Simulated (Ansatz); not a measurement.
# AlGa2H: the cost of one run

Program: Ansatz 0.2.0, Gaussian basis. Level of theory: cc-pVDZ, core rule «outside noble gas», up to 33 orbitals frozen. These are calculated values, not measurements.

To be run: UHF; CCSD(T) on RHF; CCSD(T) on UHF; BCCD(T) on RHF; CISD; CCSDT(Q) on RHF; CCSDT(Q) on UHF; CASSCF and MRCISD+Q, 8 electrons in 8 orbitals; CASSCF and NEVPT2, 8 electrons in 8 orbitals.

31 further runs of the same task are left out: 2 for a known fault of the program, 17 that didn't finish, 12 set aside as unsound or not needed.

## 1. The geometry

The geometry is a PBE0/def2-TZVP stationary point (not a proven minimum) of the parent state, kept for this charge and spin. No spin-orbit coupling is included. The filled d shell of Ga may be among the frozen orbitals whatever the setting's name suggests; the logs give the count.

4 atoms, charge 0, spin multiplicity 1.

Atoms are counted from 1 here; the program's logs count them from 0.

Bond lengths: Ga1–Al2 2.555 Å, Al2–Ga3 2.555 Å, Al2–H4 1.846 Å. Angles: Ga1–Al2–Ga3 72.4°, Ga1–Al2–H4 52.9°, Ga3–Al2–H4 52.9°.

## 2. UHF

in.yaml reads:

```yaml
crystal:
  periodic: [false, false, false]
  atoms:
    - {symbol: Ga, position_ang: [-0.004403, 0.336351, 1.508986]}
    - {symbol: Al, position_ang: [-0.022649, -1.725034, 0.000000]}
    - {symbol: Ga, position_ang: [-0.004403, 0.336351, -1.508986]}
    - {symbol: H, position_ang: [1.215461, -0.355847, 0.000000]}
basis:
  gaussian: {orbitals: cc-pVDZ}
magnetization: {spin_polarized: true, initial_magnetization: 0}
hamiltonian: {xc: hf}
output: {orbitals: {seedname: orbitals}}
```

The run is started by

```bash
ansatz run in.yaml --threads 1 --pin off --events-out ev --progress --plain --max-ram 2393MiB
```

Q: Estimate wall time and peak memory on 1 thread of Arm Neoverse V2, shared host.

About 17 s, with a peak of 0.25 GiB.
